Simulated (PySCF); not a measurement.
# C4H6Cl2Si: circular dichroism and optical rotation, excited states, first hyperpolarisability

What do calculations give for the circular dichroism and optical rotation, excited states, first hyperpolarisability of C4H6Cl2Si (`C=C(Cl)/C(Cl)=C/[SiH3]`)?

Computed with PySCF 2.14.0 and routines of our own; the level stands in each step. Atoms count from 0.

## Step 1: The starting structure

13 atoms, charge 0, multiplicity 1; geometry from: GFN2-xTB.

## Step 2: Optimising the geometry at PBE0-D3(BJ)/def2-SVP

The job: settings as JSON, then the geometry in Å.

```
{"job": {"xc": "PBE0", "basis": "def2-SVP", "d3": "d3bj", "grid": 2, "kind": "geom"}, "charge": 0, "multiplicity": 1}
C     -2.642086    -0.595347     0.615990
C     -1.680724     0.190458     0.142394
Cl    -2.104974     1.739048    -0.517752
C     -0.256406    -0.117107     0.105828
Cl     0.164520    -1.662024     0.770606
C      0.723455     0.643998    -0.377356
Si     2.527643     0.103023    -0.391014
H     -3.673497    -0.294089     0.597941
H     -2.412266    -1.559421     1.032038
H      0.449233     1.605238    -0.785294
H      2.960618    -0.174873     0.978122
H      2.648500    -1.091347    -1.227247
H      3.291595     1.212931    -0.961983
```

Started as:

```console
OMP_NUM_THREADS=1 python excited_run.py task.json out
```

The driver reads the jobs from task.json and runs them one after another.

Standard output:

```text
step   0  E = -1364.78585813  max force = 0.016618
step   1  E = -1364.78831105  max force = 0.002949
step   2  E = -1364.78834761  max force = 0.001390
step   3  E = -1364.78835790  max force = 0.001340
step   4  E = -1364.78838271  max force = 0.000613
step   5  E = -1364.78838438  max force = 0.000312
optimisation converged
```

Wall time 56 s (1 thread of Arm Neoverse V1, shared host); peak memory 0.71 GiB.

Step by step:

| step | energy from step 0 (eV) | largest force component (eV/Å) |
| --- | --- | --- |
| 0 | 0.0000 | 0.8545 |
| 1 | -0.0667 | 0.1516 |
| 2 | -0.0677 | 0.0715 |
| 3 | -0.0680 | 0.0689 |
| 4 | -0.0687 | 0.0315 |
| 5 | -0.0687 | 0.0160 |

Distances of close pairs at the start and the end, largest changes first:

| bond | before (Å) | after (Å) | change (Å) |
| --- | --- | --- | --- |
| Si6–H10 | 1.463 | 1.493 | +0.031 |
| Si6–H11 | 1.463 | 1.494 | +0.031 |
| Si6–H12 | 1.463 | 1.493 | +0.030 |
| C0–H7 | 1.075 | 1.090 | +0.016 |
| C1–C3 | 1.458 | 1.473 | +0.015 |
| C0–H8 | 1.075 | 1.090 | +0.015 |
| C5–H9 | 1.080 | 1.095 | +0.015 |
| C3–Cl4 | 1.734 | 1.747 | +0.013 |

The final coordinates are the input of the step that follows.

| at the end point | value |
| --- | --- |
| point group (found at 0.08 Å tolerance) | Cs |
| rotational constants (GHz, main isotopes) | 2.089, 0.947, 0.657 |
| dipole moment (D) | 0.75 |

## Step 3: Circular dichroism and optical rotation: TDDFT CAM-B3LYP/aug-cc-pVDZ

The job: settings as JSON, then the geometry in Å.

```
{"job": {"kind": "ecd", "xc": "CAM-B3LYP", "basis": "aug-cc-pVDZ", "nstates": 12}, "charge": 0, "multiplicity": 1}
C     -3.390824    -1.280138     0.600117
C     -2.417471    -0.500386     0.116246
Cl    -2.826891     1.059770    -0.535468
C     -0.984195    -0.837849     0.076784
Cl    -0.589912    -2.406150     0.737490
C      0.002983    -0.067567    -0.407269
Si     1.811105    -0.558149    -0.428489
H     -4.428923    -0.946548     0.588303
H     -3.151071    -2.260466     1.012038
H     -0.305813     0.902591    -0.809571
H      2.304106    -0.827616     0.955270
H      2.018193    -1.779109    -1.263852
H      2.590300     0.572566    -1.014762
```

Method: TDDFT CAM-B3LYP/aug-cc-pVDZ circular dichroism and optical rotation, one conformer, gas phase.

Standard output:

```text
coarse grid: 12936 points
cycle   1  E = -1365.7557827976  dE =  9.021e-01  |g| = 4.553e-01  |ddm| = 1.501e+01
cycle   2  E = -1365.7228523291  dE =  3.293e-02  |g| = 6.239e-01  |ddm| = 2.968e+00
cycle   3  E = -1365.8139902410  dE = -9.114e-02  |g| = 5.171e-02  |ddm| = 1.570e+00
cycle   4  E = -1365.8148306551  dE = -8.404e-04  |g| = 1.948e-02  |ddm| = 3.154e-01
cycle   5  E = -1365.8149496358  dE = -1.190e-04  |g| = 2.699e-03  |ddm| = 1.178e-01
cycle   6  E = -1365.8149521735  dE = -2.538e-06  |g| = 1.199e-03  |ddm| = 1.363e-02
final grid: 112488 points
cycle   7  E = -1365.8412914957  dE = -8.382e-06  |g| = 3.015e-03  |ddm| = 2.276e-01
cycle   8  E = -1365.8412909443  dE =  5.513e-07  |g| = 3.407e-03  |ddm| = 2.306e-02
cycle   9  E = -1365.8412939836  dE = -3.039e-06  |g| = 4.301e-04  |ddm| = 1.130e-02
cycle  10  E = -1365.8412940276  dE = -4.403e-08  |g| = 1.236e-04  |ddm| = 1.828e-03
cycle  11  E = -1365.8412940317  dE = -4.115e-09  |g| = 2.405e-05  |ddm| = 5.865e-04
cycle  12  E = -1365.8412940319  dE = -2.017e-10  |g| = 7.752e-06  |ddm| = 1.258e-04
converged SCF energy = -1365.8412940319

Singlet excitations and rotatory strengths (1e-40 esu^2 cm^2)
state   eV       nm     f(len)   f(vel)    R(len)    R(vel)   main configurations
  1   5.2517   236.1  0.55620  0.54103     1.253     1.250   H->L 0.97
  2   5.7954   213.9  0.00139  0.00141    -0.055    -0.055   H-1->L 0.98
  3   6.1269   202.4  0.00087  0.00105    -0.004    -0.002   H->L+6 0.23, H-2->L 0.20, H->L+3 0.18
  4   6.1653   201.1  0.00037  0.00039    -0.326    -0.325   H-2->L 0.76
  5   6.4799   191.3  0.00199  0.00206     0.190     0.183   H->L+1 0.66
  6   6.6504   186.4  0.00368  0.00408     0.296     0.301   H-5->L 0.59, H-3->L 0.26
  7   6.7549   183.5  0.00095  0.00099    -0.539    -0.526   H-1->L+6 0.16, H->L+2 0.14, H-1->L+3 0.12
  8   6.9196   179.2  0.00001  0.00002     0.573     0.592   H-3->L 0.51, H-5->L 0.29, H-6->L 0.15
  9   7.0538   175.8  0.00223  0.00183    -0.364    -0.372   H->L+3 0.28, H->L+2 0.28, H->L+4 0.12
 10   7.2938   170.0  0.01063  0.01103    -0.625    -0.636   H->L+9 0.69, H->L+5 0.16
 11   7.3594   168.5  0.02069  0.02030    -0.011    -0.013   H->L+3 0.29, H->L+6 0.27
 12   7.4414   166.6  0.10869  0.11044    -2.437    -2.457   H-4->L 0.71, H-7->L 0.23

Specific rotation (deg / (dm g/mL))
    nm     length   length(OI)   velocity    alpha(len)  alpha(vel)
  633.0       3.32       3.31       3.16      113.730    113.275
  589.3       4.04       4.04       3.87      114.532    114.066
  546.0       5.05       5.04       4.84      115.562    115.081
  436.0      10.57      10.56      10.24      120.195    119.645
  405.0      13.99      13.99      13.61      122.543    121.955
  365.0      21.83      21.84      21.34      127.093    126.426
  355.0      24.89      24.90      24.37      128.661    127.967
```

It took 2.1 min on 1 thread of Arm Neoverse V1, shared host; peak memory 1.1 GiB.

## Step 4: Excited states: TDA CAM-B3LYP/def2-TZVP

Settings changed since step 3:

```diff
@@ -1,2 +1,2 @@
-{"job": {"kind": "ecd", "xc": "CAM-B3LYP", "basis": "aug-cc-pVDZ", "nstates": 12}, "charge": 0, "multiplicity": 1}
+{"job": {"kind": "states", "xc": "CAM-B3LYP", "basis": "def2-TZVP", "tda": true, "soc": true, "nstates": 6, "ntriplets": 5, "nquad": 4}, "charge": 0, "multiplicity": 1}
 C     -3.390824    -1.280138     0.600117
```

Level: TDA CAM-B3LYP/def2-TZVP excited states, vertical, gas phase, spin-orbit mean-field couplings.

Standard output:

```text
coarse grid: 12936 points
cycle   1  E = -1365.8654358477  dE =  8.315e-01  |g| = 4.775e-01  |ddm| = 2.927e+00
cycle   2  E = -1365.8338166389  dE =  3.162e-02  |g| = 6.423e-01  |ddm| = 7.770e-01
cycle   3  E = -1365.9240951208  dE = -9.028e-02  |g| = 6.402e-02  |ddm| = 4.190e-01
cycle   4  E = -1365.9251853308  dE = -1.090e-03  |g| = 2.565e-02  |ddm| = 8.643e-02
cycle   5  E = -1365.9253462776  dE = -1.609e-04  |g| = 3.928e-03  |ddm| = 3.209e-02
cycle   6  E = -1365.9253509404  dE = -4.663e-06  |g| = 1.670e-03  |ddm| = 8.107e-03
final grid: 112488 points
cycle   7  E = -1365.9152722483  dE = -1.756e-05  |g| = 4.941e-03  |ddm| = 3.580e-02
cycle   8  E = -1365.9152715226  dE =  7.257e-07  |g| = 4.950e-03  |ddm| = 7.860e-03
cycle   9  E = -1365.9152770611  dE = -5.539e-06  |g| = 6.029e-04  |ddm| = 4.224e-03
cycle  10  E = -1365.9152771381  dE = -7.693e-08  |g| = 2.341e-04  |ddm| = 5.548e-04
cycle  11  E = -1365.9152771510  dE = -1.290e-08  |g| = 3.615e-05  |ddm| = 2.037e-04
cycle  12  E = -1365.9152771514  dE = -3.943e-10  |g| = 1.533e-05  |ddm| = 6.766e-05
converged SCF energy = -1365.9152771514

Singlet excitations
state   eV       nm        f     d(h-e)  d(exc)  Lambda  PR(NTO)  |dmu|/D   mu/D   main configurations
  1   5.6351   220.0   0.78626   0.199   3.164   0.831   1.113    0.625    1.291   H->L 0.94
  2   5.9362   208.9   0.00067   0.422   3.250   0.677   1.069    1.485    2.090   H-1->L 0.96
  3   6.1378   202.0   0.00004   0.155   3.137   0.343   1.076    0.852    1.453   H-2->L 0.94
  4   6.2767   197.5   0.00001   0.085   2.936   0.457   1.167    0.148    0.585   H->L+1 0.87
  5   6.6421   186.7   0.00611   0.982   3.043   0.465   1.092                     H-5->L 0.58, H-3->L 0.30
  6   6.8751   180.3   0.00004   0.036   2.647   0.532   2.027                     H-1->L+1 0.55, H->L+4 0.27

Triplet excitations (Tamm-Dancoff)
state   eV     d(h-e)  d(exc)  Lambda  PR(NTO)   main configurations
  1   2.9991   0.044   2.683   0.829   1.118   H->L 0.91
  2   4.2740   0.111   2.463   0.687   1.496   H-1->L 0.72, H->L+3 0.16
  3   5.9258   0.056   2.781   0.456   1.361   H->L+1 0.78
  4   5.9545   0.380   3.053   0.384   1.131   H-2->L 0.69, H-5->L 0.19
  5   6.1776   0.588   2.986   0.453   1.061   H-5->L 0.55, H-2->L 0.24, H-3->L 0.13
S1 - T1 = 2.6359 eV

Spin-orbit couplings |<S|Hso|T>| (cm-1)
             T1       T2       T3       T4       T5
S0        0.153    1.192   10.565    8.259   11.819
S1        0.384    0.079   28.613   93.373   69.710
S2        0.674    0.058    3.910   19.197   22.577
S3       70.762    4.706    3.742   29.205   60.633
S4       32.752    0.111    1.911    9.477    5.949
S5       21.310   48.890   12.860   67.414   30.658
S6        2.953   31.175    0.720   12.391    7.385
T1 sublevels (cm-1): 0.000 0.005 0.009   radiative rates (1/s): 0.256 0.0126 0.233
```

Run time: 61 s. Hardware: 1 thread of Arm Neoverse V1, shared host; peak memory 1.1 GiB.

From this job:

| quantity | value |
| --- | --- |
| S1 less T1 | 2.64 eV |

## Step 5: Excited states: TDDFT CAM-B3LYP/aug-cc-pVDZ

Settings changed since step 4:

```diff
@@ -1,2 +1,2 @@
-{"job": {"kind": "states", "xc": "CAM-B3LYP", "basis": "def2-TZVP", "tda": true, "soc": true, "nstates": 6, "ntriplets": 5, "nquad": 4}, "charge": 0, "multiplicity": 1}
+{"job": {"kind": "states", "xc": "CAM-B3LYP", "basis": "aug-cc-pVDZ", "tpa": true, "nstates": 8, "nquad": 6, "ntriplets": 0}, "charge": 0, "multiplicity": 1}
 C     -3.390824    -1.280138     0.600117
```

With the program's defaults for keys left out, this is: TDDFT CAM-B3LYP/aug-cc-pVDZ excited states, vertical, gas phase, two-photon moments by quadratic response.

Standard output:

```text
coarse grid: 12936 points
cycle   1  E = -1365.7557827976  dE =  9.021e-01  |g| = 4.553e-01  |ddm| = 1.501e+01
cycle   2  E = -1365.7228523291  dE =  3.293e-02  |g| = 6.239e-01  |ddm| = 2.968e+00
cycle   3  E = -1365.8139902410  dE = -9.114e-02  |g| = 5.171e-02  |ddm| = 1.570e+00
cycle   4  E = -1365.8148306551  dE = -8.404e-04  |g| = 1.948e-02  |ddm| = 3.154e-01
cycle   5  E = -1365.8149496358  dE = -1.190e-04  |g| = 2.699e-03  |ddm| = 1.178e-01
cycle   6  E = -1365.8149521735  dE = -2.538e-06  |g| = 1.199e-03  |ddm| = 1.363e-02
final grid: 112488 points
cycle   7  E = -1365.8412914957  dE = -8.382e-06  |g| = 3.015e-03  |ddm| = 2.276e-01
cycle   8  E = -1365.8412909443  dE =  5.513e-07  |g| = 3.407e-03  |ddm| = 2.306e-02
cycle   9  E = -1365.8412939836  dE = -3.039e-06  |g| = 4.301e-04  |ddm| = 1.130e-02
cycle  10  E = -1365.8412940276  dE = -4.403e-08  |g| = 1.236e-04  |ddm| = 1.828e-03
cycle  11  E = -1365.8412940317  dE = -4.115e-09  |g| = 2.405e-05  |ddm| = 5.865e-04
cycle  12  E = -1365.8412940319  dE = -2.017e-10  |g| = 7.752e-06  |ddm| = 1.258e-04
converged SCF energy = -1365.8412940319

Singlet excitations
state   eV       nm        f     d(h-e)  d(exc)  Lambda  PR(NTO)  |dmu|/D   mu/D   delta(TPA)   sigma/GM   main configurations
  1   5.2520   236.1   0.55629   0.105   3.209   0.807   1.156    0.205    0.781        0.31      0.003   H->L 0.97
  2   5.7956   213.9   0.00139   0.310   3.247   0.656   1.068    1.123    1.625      350.39      4.312   H-1->L 0.98
  3   6.1271   202.4   0.00087   0.227   3.227   0.307   1.674    0.727    1.003        1.31      0.018   H->L+6 0.22, H-2->L 0.20, H->L+3 0.18
  4   6.1654   201.1   0.00037   0.164   3.199   0.323   1.555    0.741    1.193        0.20      0.003   H-2->L 0.76
  5   6.4801   191.3   0.00199   0.269   4.159   0.289   1.221    1.217    1.165      145.81      2.243   H->L+1 0.66
  6   6.6506   186.4   0.00369   0.965   3.119   0.443   1.182    3.050    2.517        0.40      0.007   H-5->L 0.59, H-3->L 0.26
  7   6.7553   183.5   0.00095   0.507   3.381   0.324   2.219                                            H-1->L+6 0.16, H->L+2 0.14, H-1->L+3 0.12
  8   6.9196   179.2   0.00001   0.304   3.291   0.386   1.088                                            H-3->L 0.51, H-5->L 0.29, H-6->L 0.15
```

Wall time 57 s (1 thread of Arm Neoverse V1, shared host); peak memory 0.99 GiB.

## Step 6: First hyperpolarisability: quadratic response CAM-B3LYP/aug-cc-pVDZ

Settings changed since step 5:

```diff
@@ -1,2 +1,2 @@
-{"job": {"kind": "states", "xc": "CAM-B3LYP", "basis": "aug-cc-pVDZ", "tpa": true, "nstates": 8, "nquad": 6, "ntriplets": 0}, "charge": 0, "multiplicity": 1}
+{"job": {"kind": "beta", "xc": "CAM-B3LYP", "basis": "aug-cc-pVDZ"}, "charge": 0, "multiplicity": 1}
 C     -3.390824    -1.280138     0.600117
```

Level: quadratic response CAM-B3LYP/aug-cc-pVDZ first hyperpolarisability, Taylor convention, gas phase.

Standard output:

```text
coarse grid: 12936 points
cycle   1  E = -1365.7557827976  dE =  9.021e-01  |g| = 4.553e-01  |ddm| = 1.501e+01
cycle   2  E = -1365.7228523291  dE =  3.293e-02  |g| = 6.239e-01  |ddm| = 2.968e+00
cycle   3  E = -1365.8139902410  dE = -9.114e-02  |g| = 5.171e-02  |ddm| = 1.570e+00
cycle   4  E = -1365.8148306551  dE = -8.404e-04  |g| = 1.948e-02  |ddm| = 3.154e-01
cycle   5  E = -1365.8149496358  dE = -1.190e-04  |g| = 2.699e-03  |ddm| = 1.178e-01
cycle   6  E = -1365.8149521735  dE = -2.538e-06  |g| = 1.199e-03  |ddm| = 1.363e-02
final grid: 112488 points
cycle   7  E = -1365.8412914957  dE = -8.382e-06  |g| = 3.015e-03  |ddm| = 2.276e-01
cycle   8  E = -1365.8412909443  dE =  5.513e-07  |g| = 3.407e-03  |ddm| = 2.306e-02
cycle   9  E = -1365.8412939836  dE = -3.039e-06  |g| = 4.301e-04  |ddm| = 1.130e-02
cycle  10  E = -1365.8412940276  dE = -4.403e-08  |g| = 1.236e-04  |ddm| = 1.828e-03
cycle  11  E = -1365.8412940317  dE = -4.115e-09  |g| = 2.405e-05  |ddm| = 5.865e-04
cycle  12  E = -1365.8412940319  dE = -2.017e-10  |g| = 7.752e-06  |ddm| = 1.258e-04
converged SCF energy = -1365.8412940319

Lowest singlets (eV, f): 5.2520 0.5563  5.7956 0.0014  6.1271 0.0009

First hyperpolarisability (au)
process     nm      |vector|   parallel      HRS      DR
static         -      122.02      72.03      47.35   6.445
shg       1907.0      124.60       73.5       48.5   6.333
eope      1907.0      122.88      72.52          -       -
shg       1064.0      130.34      76.72      51.16   6.067
eope      1064.0      124.79      73.61          -       -
```

It took 43 s on 1 thread of Arm Neoverse V1, shared host; peak memory 0.9 GiB.

## Step 7: Circular dichroism and optical rotation: TDDFT CAM-B3LYP/aug-cc-pVDZ in tetrahydrofuran

Settings changed since step 6:

```diff
@@ -1,2 +1,2 @@
-{"job": {"kind": "beta", "xc": "CAM-B3LYP", "basis": "aug-cc-pVDZ"}, "charge": 0, "multiplicity": 1}
+{"job": {"kind": "ecd", "xc": "CAM-B3LYP", "basis": "aug-cc-pVDZ", "nstates": 12, "solvent": "tetrahydrofuran"}, "charge": 0, "multiplicity": 1}
 C     -3.390824    -1.280138     0.600117
```

With the program's defaults for keys left out, this is: TDDFT CAM-B3LYP/aug-cc-pVDZ circular dichroism and optical rotation, one conformer, IEF-PCM tetrahydrofuran (non-equilibrium linear response, no local-field factor).

Standard output:

```text
coarse grid: 12936 points
cycle   1  E = -1365.7595555409  dE =  8.986e-01  |g| = 4.470e-01  |ddm| = 1.501e+01
cycle   2  E = -1365.7366133048  dE =  2.294e-02  |g| = 5.830e-01  |ddm| = 2.898e+00
cycle   3  E = -1365.8166607894  dE = -8.005e-02  |g| = 4.429e-02  |ddm| = 1.584e+00
cycle   4  E = -1365.8173197192  dE = -6.589e-04  |g| = 1.742e-02  |ddm| = 3.134e-01
cycle   5  E = -1365.8174140759  dE = -9.436e-05  |g| = 2.725e-03  |ddm| = 1.036e-01
cycle   6  E = -1365.8174165917  dE = -2.516e-06  |g| = 1.335e-03  |ddm| = 1.557e-02
final grid: 112488 points
cycle   7  E = -1365.8437370417  dE = -8.574e-06  |g| = 2.612e-03  |ddm| = 2.265e-01
cycle   8  E = -1365.8437368132  dE =  2.284e-07  |g| = 2.880e-03  |ddm| = 1.894e-02
cycle   9  E = -1365.8437389110  dE = -2.098e-06  |g| = 3.262e-04  |ddm| = 9.141e-03
cycle  10  E = -1365.8437389366  dE = -2.566e-08  |g| = 1.182e-04  |ddm| = 1.845e-03
cycle  11  E = -1365.8437389405  dE = -3.911e-09  |g| = 2.650e-05  |ddm| = 5.493e-04
cycle  12  E = -1365.8437389408  dE = -2.115e-10  |g| = 9.796e-06  |ddm| = 1.509e-04
converged SCF energy = -1365.8437389408

Singlet excitations and rotatory strengths (1e-40 esu^2 cm^2)
state   eV       nm     f(len)   f(vel)    R(len)    R(vel)   main configurations
  1   5.1093   242.7  0.68108  0.66354     1.474     1.469   H->L 0.98
  2   5.8372   212.4  0.00232  0.00233    -0.056    -0.056   H-1->L 0.98
  3   6.0966   203.4  0.00135  0.00155     0.021     0.021   H->L+6 0.24, H->L+2 0.22, H->L+3 0.14
  4   6.2222   199.3  0.00004  0.00003    -0.384    -0.380   H-2->L 0.94
  5   6.4342   192.7  0.00224  0.00231     0.089     0.084   H->L+1 0.66, H->L+2 0.15
  6   6.6631   186.1  0.00552  0.00602     0.364     0.375   H-5->L 0.61, H-3->L 0.23
  7   6.7598   183.4  0.00082  0.00086    -0.586    -0.573   H-1->L+6 0.14, H->L+6 0.14, H->L+2 0.10
  8   6.9877   177.4  0.00007  0.00006     0.779     0.798   H-3->L 0.53, H-5->L 0.25, H-6->L 0.17
  9   7.0740   175.3  0.00080  0.00055    -0.454    -0.464   H->L+3 0.34, H->L+4 0.17, H->L+2 0.14
 10   7.2638   170.7  0.01545  0.01590    -0.663    -0.671   H->L+9 0.71, H->L+5 0.11, H->L+11 0.09
 11   7.3536   168.6  0.03512  0.03430     0.107     0.101   H->L+3 0.34, H->L+6 0.23, H->L+7 0.13
 12   7.4419   166.6  0.00406  0.00428    -0.239    -0.231   H-1->L+1 0.18, H-1->L+4 0.08, H->L+8 0.08

Specific rotation (deg / (dm g/mL))
    nm     length   length(OI)   velocity    alpha(len)  alpha(vel)
  633.0       5.13       5.12       4.98      129.459    128.877
  589.3       6.23       6.23       6.06      130.514    129.916
  546.0       7.75       7.74       7.55      131.873    131.256
  436.0      16.04      16.04      15.71      138.074    137.362
  405.0      21.19      21.19      20.79      141.271    140.506
  365.0      33.02      33.03      32.51      147.586    146.711
  355.0      37.67      37.69      37.13      149.802    148.887
```

It took 2 min on 1 thread of Arm Neoverse V1, shared host; peak memory 1.1 GiB.

## Step 8: Results

| quantity | value |
| --- | --- |
| point group | Cs |
| rotational constants (main isotopes) | 2.09, 0.95, 0.66 GHz |
| state of largest rotatory strength (velocity form) among 12 (step 3, TDDFT CAM-B3LYP/aug-cc-pVDZ) | 7.44 eV, R = -2.5 (velocity), -2.4 (length) ·10⁻⁴⁰ esu² cm² |
| specific rotation at 633.0 nm (step 3, TDDFT CAM-B3LYP/aug-cc-pVDZ) | 3.2 (velocity), 3.3 (length) |
| S1 less T1 (step 4, TDA CAM-B3LYP/def2-TZVP) | 2.64 eV |
| β vector (step 6, quadratic response CAM-B3LYP/aug-cc-pVDZ) | static 122, SHG 1907.0 nm 125, SHG 1064.0 nm 130 au |
| state of largest rotatory strength (velocity form) among 12 (step 7, TDDFT CAM-B3LYP/aug-cc-pVDZ in tetrahydrofuran) | 5.11 eV, R = +1.5 (velocity), +1.5 (length) ·10⁻⁴⁰ esu² cm² |
| specific rotation at 633.0 nm (step 7, TDDFT CAM-B3LYP/aug-cc-pVDZ in tetrahydrofuran) | 5.0 (velocity), 5.1 (length) |

**Reading.** The optimisation took 5 steps and gained 0.069 eV; among the close pairs (by a distance rule), Si6–H10 changed most, from 1.463 to 1.493 Å. No frequency check was run at this level, so the end point may be a saddle. The geometry is achiral, so these rotations and rotatory strengths are numerical residue. In step 4, the number of triplets below S1 is 2, and the largest singlet-triplet spin-orbit coupling is S1–T4, 93.37 cm⁻¹. β grows from 122 au (static) to 130 au for doubling at 1064.0 nm: normal dispersion, which grows as twice the photon energy moves toward the bright states.
